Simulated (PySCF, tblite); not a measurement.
# C₈H₁₇BO: geometry, infrared bands and NMR shifts

Wanted: the infrared bands and NMR shifts of C₈H₁₇BO (`CC(C)O[C@@H]1CBCCC1`), by calculation.

The runs use tblite 0.8.0 and PySCF 2.14.0, with density-fitted response routines of our own; the level of theory stands in each step. All values are computed, except where a source is named. Atoms count from 0, in the outputs and in this text.

## (1) The molecule as given

27 atoms, charge 0, multiplicity 1; geometry from: force field or distance geometry start.

Bonds of the start (Å): C0–C1 1.52, C1–C2 1.53, C1–O3 1.42, O3–C4 1.41, C4–C5 1.55, C5–B6 1.60, B6–C7 1.60, C7–C8 1.53, C8–C9 1.55, C9–C4 1.54, C0–H10 1.11, C0–H11 1.10, C0–H12 1.12, C1–H13 1.11, C2–H14 1.13, C2–H15 1.11, C2–H16 1.11, C4–H17 1.12, C5–H18 1.10, C5–H19 1.11, B6–H20 1.18, C7–H21 1.11, C7–H22 1.11, C8–H23 1.11, C8–H24 1.11, C9–H25 1.11, C9–H26 1.11.

## (2) Optimising the geometry with GFN2-xTB

The job: settings as JSON, then the geometry in Å.

```
{"job": {"kind": "relax", "xc": "GFN2-xTB", "basis": "xTB"}, "charge": 0, "multiplicity": 1}
C     -3.150800    -0.874500    -0.725400
C     -2.093600     0.136800    -0.309800
C     -2.670800     1.149100     0.680700
O     -1.034600    -0.568800     0.321200
C      0.228500     0.013800     0.081900
C      0.844100    -0.622900    -1.189800
B      2.359100    -0.142400    -1.374700
C      3.279900    -0.178100    -0.064400
C      2.524500     0.414900     1.127100
C      1.122000    -0.215000     1.314600
H     -3.549800    -1.427100     0.156000
H     -2.727700    -1.605100    -1.437600
H     -4.007800    -0.348500    -1.215800
H     -1.759100     0.664500    -1.227900
H     -3.530400     1.702500     0.206200
H     -1.911800     1.899000     0.977100
H     -3.040400     0.648100     1.600400
H      0.154300     1.115800    -0.071200
H      0.266500    -0.336300    -2.083000
H      0.843400    -1.727600    -1.086200
H      2.690700     0.459200    -2.328600
H      3.536600    -1.236700     0.152100
H      4.214700     0.395100    -0.240200
H      2.407800     1.510200     0.987100
H      3.118400     0.257400     2.051500
H      1.223400    -1.305300     1.510700
H      0.642900     0.248400     2.200100
```

Run with:

```bash
$ OMP_NUM_THREADS=1 python probes_run.py task.json out
```

One launch serves the whole session: the jobs run in the order shown.

The log of the run:

```text
step      E/eV     max force
  0    -845.96155    1.153
  1    -846.10546    0.539
  2    -846.16548    0.354
  3    -846.17847    0.232
  4    -846.18759    0.196
  5    -846.19119    0.183
  6    -846.19648    0.122
  7    -846.19974    0.123
  8    -846.20296    0.124
  9    -846.20557    0.118
 10    -846.20805    0.093
 11    -846.21035    0.096
 12    -846.21286    0.110
 13    -846.21559    0.121
 14    -846.21821    0.102
 15    -846.22033    0.091
 16    -846.22199    0.086
 17    -846.22335    0.094
 18    -846.22438    0.069
 19    -846.22513    0.051
 20    -846.22579    0.063
 21    -846.22660    0.072
 22    -846.22769    0.089
 23    -846.22903    0.081
 24    -846.23063    0.101
 25    -846.23272    0.116
 26    -846.23560    0.139
 27    -846.23924    0.170
 28    -846.24302    0.127
 29    -846.24644    0.128
 30    -846.24953    0.152
 31    -846.25271    0.170
 32    -846.25595    0.174
 33    -846.25816    0.198
 34    -846.26008    0.157
 35    -846.26232    0.119
 36    -846.26512    0.091
 37    -846.26662    0.079
 38    -846.26828    0.073
 39    -846.26926    0.065
 40    -846.27006    0.055
 41    -846.27067    0.062
 42    -846.27116    0.050
 43    -846.27163    0.047
 44    -846.27216    0.042
 45    -846.27258    0.038
 46    -846.27295    0.036
 47    -846.27324    0.037
 48    -846.27354    0.035
 49    -846.27390    0.037
 50    -846.27429    0.035
 51    -846.27465    0.041
 52    -846.27499    0.042
 53    -846.27532    0.036
 54    -846.27561    0.035
 55    -846.27581    0.025
 56    -846.27593    0.024
 57    -846.27604    0.026
 58    -846.27617    0.025
 59    -846.27628    0.021
 60    -846.27637    0.014
 61    -846.27641    0.013
 62    -846.27645    0.013
 63    -846.27648    0.015
 64    -846.27653    0.018
 65    -846.27657    0.015
 66    -846.27661    0.011
 67    -846.27665    0.012
 68    -846.27668    0.013
 69    -846.27672    0.012
 70    -846.27675    0.010
```

Wall time 0.52 s (1 thread of Arm Neoverse V2, shared host); peak memory 0.18 GiB.

The steps of the relaxation: (not every step is listed)

```
step  energy from step 0 (eV)  largest force (eV/Å)
   0                   0.0000                1.1534
   1                  -0.1439                0.5389
   2                  -0.2039                0.3535
   3                  -0.2169                0.2315
   4                  -0.2260                0.1960
   5                  -0.2296                0.1830
   6                  -0.2349                0.1218
   7                  -0.2382                0.1226
   8                  -0.2414                0.1236
  13                  -0.2540                0.1207
  18                  -0.2628                0.0693
  23                  -0.2675                0.0812
  28                  -0.2815                0.1270
  33                  -0.2966                0.1975
  38                  -0.3067                0.0730
  43                  -0.3101                0.0469
  48                  -0.3120                0.0346
  53                  -0.3138                0.0360
  58                  -0.3146                0.0248
  63                  -0.3149                0.0147
  65                  -0.3150                0.0154
  66                  -0.3151                0.0107
  67                  -0.3151                0.0122
  68                  -0.3151                0.0132
  69                  -0.3152                0.0120
  70                  -0.3152                0.0096
```

Close pairs (by a distance rule), those that changed most:

```
  bond  before (Å)  after (Å)  change (Å)
C2–H14       1.127      1.087      -0.040
C0–H12       1.119      1.087      -0.032
 B6–C7       1.602      1.571      -0.031
 C5–B6       1.600      1.570      -0.030
C0–H10       1.114      1.086      -0.028
 C8–C9       1.549      1.525      -0.024
C2–H16       1.111      1.087      -0.024
C9–H25       1.112      1.091      -0.021
```

The end geometry stands in the next job.

## (3) Vibrational analysis with GFN2-xTB

The job: settings as JSON, then the geometry in Å.

```
{"job": {"kind": "ir", "xc": "GFN2-xTB", "basis": "xTB"}, "charge": 0, "multiplicity": 1}
C     -3.175571    -0.915245    -0.646938
C     -2.131217     0.143460    -0.303234
C     -2.707764     1.191084     0.654104
O     -1.026943    -0.520528     0.286822
C      0.247285     0.071598     0.071948
C      0.873878    -0.420285    -1.241845
B      2.428693    -0.235808    -1.357910
C      3.278074    -0.060875    -0.048406
C      2.484550     0.410865     1.174956
C      1.132522    -0.289040     1.265537
H     -3.466098    -1.444869     0.255998
H     -2.762135    -1.633386    -1.350063
H     -4.052691    -0.450111    -1.088383
H     -1.811609     0.643910    -1.230804
H     -3.541842     1.710234     0.189211
H     -1.947797     1.921367     0.923714
H     -3.051870     0.703269     1.562508
H      0.143265     1.167406     0.033212
H      0.326330    -0.003219    -2.091061
H      0.693899    -1.501583    -1.289458
H      2.953867    -0.328759    -2.402148
H      3.683742    -1.057168     0.166460
H      4.154024     0.577594    -0.184398
H      2.321672     1.489292     1.103992
H      3.052904     0.225457     2.089557
H      1.265731    -1.371733     1.287481
H      0.615205     0.003495     2.181309
```

The log of the run:

```text
mode    cm-1     km/mol
  1      40.0      0.48
  2      41.6      0.90
  3      83.5      1.17
  4     134.7      2.76
  5     170.1      0.02
  6     173.6      0.80
  7     212.5      0.04
  8     255.8      0.51
  9     266.8      0.58
 10     355.7      3.70
 11     385.7      2.23
 12     398.0      3.03
 13     447.4      2.67
 14     465.2      1.06
 15     483.2      1.69
 16     544.6      2.40
 17     626.4      5.34
 18     670.6     16.98
 19     806.4      0.57
 20     830.6    109.26
 21     850.6      2.18
 22     877.2      8.15
 23     906.8      5.03
 24     925.6     18.58
 25     933.3      0.62
 26     957.2      3.32
 27     971.5      3.40
 28     995.2     12.61
 29    1003.3     34.11
 30    1037.3      7.80
 31    1068.7    140.28
 32    1098.2      4.36
 33    1135.1     16.29
 34    1140.8      3.25
 35    1148.8     61.01
 36    1172.4     49.80
 37    1182.6    106.37
 38    1196.0     47.18
 39    1206.1     15.81
 40    1225.6     11.49
 41    1270.6     14.93
 42    1300.7     17.72
 43    1306.3     15.67
 44    1315.4     32.80
 45    1318.3     38.90
 46    1328.9     12.99
 47    1350.1      8.06
 48    1357.2      6.61
 49    1392.0      9.89
 50    1404.0      8.27
 51    1451.3      7.51
 52    1455.4      8.90
 53    1476.3      0.82
 54    1487.3      1.54
 55    1489.3      0.29
 56    1490.6      1.50
 57    1502.0      3.28
 58    1502.4      0.41
 59    2621.9    165.78
 60    2840.4     38.25
 61    2848.1     85.61
 62    2917.6      8.57
 63    2921.1     35.84
 64    2956.7     53.34
 65    2964.3     46.09
 66    2969.8     14.61
 67    2976.4     67.31
 68    2983.0     83.66
 69    2995.1     51.62
 70    3030.2     31.34
 71    3037.2      8.14
 72    3043.2     10.11
 73    3043.5     67.14
 74    3046.6     38.87
 75    3052.6     32.67
```

It took 1.1 s on 1 thread of Arm Neoverse V2, shared host; peak memory 0.18 GiB.

The strongest bands and the atoms that carry them (share of the mass-weighted mode):

```
cm⁻¹  km/mol                         atoms
 831   109.3             B6 23 %, H20 13 %
1069   140.3              C4 40 %, O3 39 %
1183   106.4                       B6 35 %
2622   165.8                      H20 92 %
2848    85.6            H13 74 %, H17 19 %
2976    67.3            H22 56 %, H26 18 %
2983    83.7  H26 47 %, H23 18 %, H24 11 %
3044    67.1            H12 74 %, H14 19 %
```

## (4) Optimising the geometry at PBE0-D3(BJ)/def2-SVP

The job: settings as JSON, then the geometry in Å.

```
{"job": {"xc": "PBE0", "basis": "def2-SVP", "d3": "d3bj", "grid": 1, "shake": 0.01, "kind": "geom"}, "charge": 0, "multiplicity": 1}
C     -3.155160    -0.940800    -0.642760
C     -2.136890     0.138930    -0.305390
C     -2.727960     1.188760     0.645450
O     -0.993710    -0.518270     0.283300
C      0.244470     0.064920     0.061400
C      0.869970    -0.415470    -1.244230
B      2.438270    -0.237810    -1.357670
C      3.293530    -0.055420    -0.053460
C      2.482720     0.416270     1.194310
C      1.129830    -0.291480     1.275560
H     -3.474960    -1.447790     0.264820
H     -2.756330    -1.632470    -1.343360
H     -4.080970    -0.439900    -1.097980
H     -1.828300     0.646670    -1.223800
H     -3.546290     1.699470     0.189470
H     -1.948320     1.935420     0.931190
H     -3.049930     0.714390     1.560450
H      0.134010     1.173250     0.039040
H      0.324180    -0.011050    -2.088770
H      0.668960    -1.494680    -1.284540
H      2.937480    -0.328150    -2.411790
H      3.691310    -1.077510     0.157320
H      4.161120     0.589160    -0.205980
H      2.316690     1.492570     1.097900
H      3.068810     0.213540     2.093100
H      1.255250    -1.357670     1.287260
H      0.611480    -0.013690     2.198130
```

The log of the run:

```text
step   0  E = -414.37363485  max force = 0.040813
step   1  E = -414.38239133  max force = 0.008158
step   2  E = -414.38301001  max force = 0.002832
step   3  E = -414.38313532  max force = 0.001158
step   4  E = -414.38321900  max force = 0.001103
step   5  E = -414.38326363  max force = 0.001281
step   6  E = -414.38327319  max force = 0.000584
step   7  E = -414.38327551  max force = 0.000228
optimisation converged
```

It took 3.6 min on 1 thread of Arm Neoverse V2, shared host; peak memory 0.97 GiB.

Relaxation path:

```
step  energy from step 0 (eV)  largest force component (eV/Å)
   0                   0.0000                          2.0987
   1                  -0.2383                          0.4195
   2                  -0.2551                          0.1456
   3                  -0.2585                          0.0595
   4                  -0.2608                          0.0567
   5                  -0.2620                          0.0659
   6                  -0.2623                          0.0300
   7                  -0.2623                          0.0117
```

Close pairs (by a distance rule), those that changed most:

```
  bond  before (Å)  after (Å)  change (Å)
C0–H12       1.147      1.100      -0.047
B6–H20       1.170      1.215      +0.045
C0–H11       1.062      1.100      +0.037
C2–H14       1.067      1.101      +0.034
 C1–O3       1.444      1.412      -0.032
C9–H25       1.074      1.105      +0.032
 C7–C8       1.561      1.529      -0.032
 O3–C4       1.387      1.410      +0.024
```

The final coordinates are the input of the step that follows.

```
                         at the end point                value
  point group (found at 0.08 Å tolerance)                   C1
rotational constants (GHz, main isotopes)  2.838, 0.683, 0.620
                        dipole moment (D)                 0.75
```

## (5) Shielding tensors: PBE0/pcSseg-1

The job: settings as JSON, then the geometry in Å.

```
{"job": {"kind": "nmr", "xc": "PBE0", "basis": "pcSseg-1"}, "charge": 0, "multiplicity": 1}
C     -3.245845    -0.759463    -0.486093
C     -2.130301     0.240674    -0.256729
C     -2.563496     1.398761     0.630679
O     -1.056426    -0.463824     0.329926
C      0.231581     0.065196     0.106601
C      0.782713    -0.325459    -1.262200
B      2.337084    -0.248974    -1.421865
C      3.243600    -0.250045    -0.148720
C      2.538778     0.141447     1.150911
C      1.125431    -0.422391     1.237388
H     -3.551980    -1.206299     0.472508
H     -2.902546    -1.570294    -1.144694
H     -4.123241    -0.278456    -0.943300
H     -1.815603     0.645090    -1.240032
H     -3.391898     1.961351     0.173330
H     -1.735247     2.102497     0.803515
H     -2.896732     1.017365     1.608338
H      0.193652     1.173318     0.166999
H      0.238424     0.150604    -2.094300
H      0.594456    -1.414580    -1.399169
H      2.835924    -0.323659    -2.526819
H      3.557033    -1.318250    -0.103534
H      4.191772     0.292543    -0.298980
H      2.485718     1.243219     1.214867
H      3.121957    -0.177901     2.030212
H      1.146838    -1.527166     1.210026
H      0.650299    -0.146790     2.191679
```

With the program's defaults for keys left out, this is: GIAO PBE0/pcSseg-1 NMR shielding, non-relativistic, gas phase.

The log of the run:

```text
coarse grid: 21400 points
cycle   1  E = -414.4227142991  dE =  1.021e+00  |g| = 6.999e-01  |ddm| = 4.387e+00
cycle   2  E = -414.3597944959  dE =  6.292e-02  |g| = 9.177e-01  |ddm| = 1.562e+00
cycle   3  E = -414.5317506010  dE = -1.720e-01  |g| = 1.168e-01  |ddm| = 1.023e+00
cycle   4  E = -414.5340104099  dE = -2.260e-03  |g| = 4.285e-02  |ddm| = 1.220e-01
cycle   5  E = -414.5344019670  dE = -3.916e-04  |g| = 7.131e-03  |ddm| = 4.298e-02
cycle   6  E = -414.5344120721  dE = -1.011e-05  |g| = 2.482e-03  |ddm| = 9.220e-03
cycle   7  E = -414.5344135585  dE = -1.486e-06  |g| = 3.595e-04  |ddm| = 2.293e-03
final grid: 203408 points
cycle   8  E = -414.6052565027  dE = -6.602e-05  |g| = 1.345e-02  |ddm| = 4.239e-02
cycle   9  E = -414.6052227832  dE =  3.372e-05  |g| = 1.899e-02  |ddm| = 2.413e-02
cycle  10  E = -414.6052955498  dE = -7.277e-05  |g| = 1.765e-03  |ddm| = 1.449e-02
cycle  11  E = -414.6052961991  dE = -6.493e-07  |g| = 2.665e-04  |ddm| = 2.020e-03
cycle  12  E = -414.6052962137  dE = -1.465e-08  |g| = 5.916e-05  |ddm| = 3.381e-04
cycle  13  E = -414.6052962144  dE = -6.813e-10  |g| = 2.459e-05  |ddm| = 8.292e-05
converged SCF energy = -414.6052962144

GIAO shielding tensors (ppm)
atom      isotropic    diamagn.    paramagn.     s11        s22        s33       span
  0 C      158.770     246.721     -87.950    140.028    151.469    184.814     44.787
  1 C      117.958     241.765    -123.807     87.761    107.926    158.186     70.425
  2 C      163.239     248.205     -84.966    143.467    160.627    185.623     42.157
  3 O      233.332     402.884    -169.552    207.700    232.535    259.762     52.062
  4 C      111.708     245.930    -134.221     80.464    100.584    154.076     73.612
  5 C      146.945     252.158    -105.212    111.724    155.748    173.364     61.640
  6 B       13.138     188.846    -175.708    -67.796    -11.046    118.257    186.054
  7 C      154.312     252.142     -97.830    128.274    154.517    180.145     51.871
  8 C      159.923     247.379     -87.456    149.444    160.258    170.068     20.624
  9 C      147.208     247.955    -100.747    137.581    143.578    160.466     22.885
 10 H       30.109      29.685       0.424     27.057     28.280     34.989      7.932
 11 H       29.945      30.238      -0.293     25.514     28.531     35.789     10.275
 12 H       30.390      28.013       2.376     26.203     27.851     37.114     10.911
 13 H       27.907      33.366      -5.459     24.096     28.961     30.664      6.568
 14 H       30.551      29.017       1.534     26.294     27.911     37.448     11.154
 15 H       29.713      31.952      -2.239     24.666     29.919     34.554      9.888
 16 H       30.468      30.445       0.023     27.767     28.074     35.563      7.796
 17 H       28.057      35.291      -7.234     24.154     29.167     30.852      6.698
 18 H       28.495      32.285      -3.790     23.535     28.677     33.273      9.739
 19 H       30.664      32.043      -1.379     28.063     28.419     35.511      7.448
 20 H       23.660      28.399      -4.739     19.749     25.535     25.695      5.946
 21 H       30.555      28.264       2.292     25.899     28.956     36.811     10.912
 22 H       29.291      27.323       1.968     24.535     27.669     35.670     11.134
 23 H       29.832      31.251      -1.419     25.379     29.156     34.959      9.580
 24 H       29.468      29.017       0.451     23.743     28.068     36.591     12.848
 25 H       29.970      33.313      -3.343     26.002     30.192     33.717      7.715
 26 H       29.485      33.025      -3.540     24.560     29.773     34.123      9.563
```

It took 54 s on 1 thread of Arm Neoverse V2, shared host; peak memory 1.2 GiB.

Shifts follow as δ = σ(reference) − σ, with reference shieldings (ppm) from runs at the same level and on the same kind of geometry: ¹H TMS 31.27, ¹³C TMS 184.4, ¹⁷O H2O 334.6, ¹¹B BF3·OEt2 100.7. The references are single molecules in the gas phase, so shifts against H2O, NH3, PH3, H3PO4 or CFCl3 are not on the usual liquid scales and can be off by tens of ppm. Atoms listed in one row are averaged.

```
        atoms                                              environment  σ (ppm)  δ (ppm)  δ scaled to CDCl3
           C4                                       sp3 CH bonded to O    111.7     72.7               70.1
           C1                                       sp3 CH bonded to O    118.0     66.4               64.0
           C5                                      sp3 CH2 bonded to B    146.9     37.5               35.9
           C9                                        sp3 CH2 in a ring    147.2     37.2               35.6
           C7                                      sp3 CH2 bonded to B    154.3     30.1               28.7
           C0                                            methyl carbon    158.8     25.6               24.4
           C8                                        sp3 CH2 in a ring    159.9     24.5               23.3
           C2                                            methyl carbon    163.2     21.2               20.1
          H20  hydrogen on a boron bonded to 2 C, in a 6-membered ring    23.66     7.61                  –
          H13                        hydrogen on an sp3 CH bonded to O    27.91     3.36               3.40
          H17                        hydrogen on an sp3 CH bonded to O    28.06     3.21               3.26
          H18                       hydrogen on an sp3 CH2 bonded to B    28.50     2.77               2.84
          H22                       hydrogen on an sp3 CH2 bonded to B    29.29     1.98               2.09
          H24                         hydrogen on an sp3 CH2 in a ring    29.47     1.80               1.92
          H26                         hydrogen on an sp3 CH2 in a ring    29.49     1.78               1.90
          H23                         hydrogen on an sp3 CH2 in a ring    29.83     1.44               1.58
          H25                         hydrogen on an sp3 CH2 in a ring    29.97     1.30               1.45
H10, H11, H12                              hydrogen on a methyl carbon    30.15     1.12               1.28
H14, H15, H16                              hydrogen on a methyl carbon    30.24     1.02               1.19
          H21                       hydrogen on an sp3 CH2 bonded to B    30.56     0.71               0.89
          H19                       hydrogen on an sp3 CH2 bonded to B    30.66     0.60               0.79
           O3                                             ether oxygen    233.3    101.2                  –
           B6             boron bonded to 2 C, H, in a 6-membered ring     13.1     87.6                  –
```

The scaled column applies a straight-line fit of computed shieldings to shifts measured in CDCl3 (root-mean-square error 0.21 ppm for H, 2.0 ppm for C).

Charges from the same density, by scheme (e):

```
atoms  Mulliken    IAO  Hirshfeld  ESP fit
   C0     -0.23  -0.41      -0.12    -0.58
   C1     -0.07   0.11       0.05     0.73
   C2     -0.23  -0.42      -0.13    -0.64
   O3     -0.51  -0.41      -0.13    -0.63
   C4      0.05   0.11       0.04     0.68
   C5     -0.42  -0.42      -0.15    -0.63
   B6      0.36   0.19       0.17     0.46
   C7     -0.47  -0.41      -0.14    -0.29
   C8     -0.20  -0.25      -0.07     0.11
   C9     -0.20  -0.26      -0.08    -0.29
```

Mayer bond orders: C0–C1 1.05, C1–C2 1.04, C1–O3 0.88, O3–C4 0.89, C4–C5 1.02, C5–B6 1.01, B6–C7 1.01, C7–C8 1.03, C8–C9 1.03, C9–C4 1.02.

Ring of atoms C4, C5, B6, C7, C8, C9: NICS(0) 1.0, NICS(1) -1.5, NICS(1)zz 3.1 ppm (means of both faces).

[end of part 1 of 2]
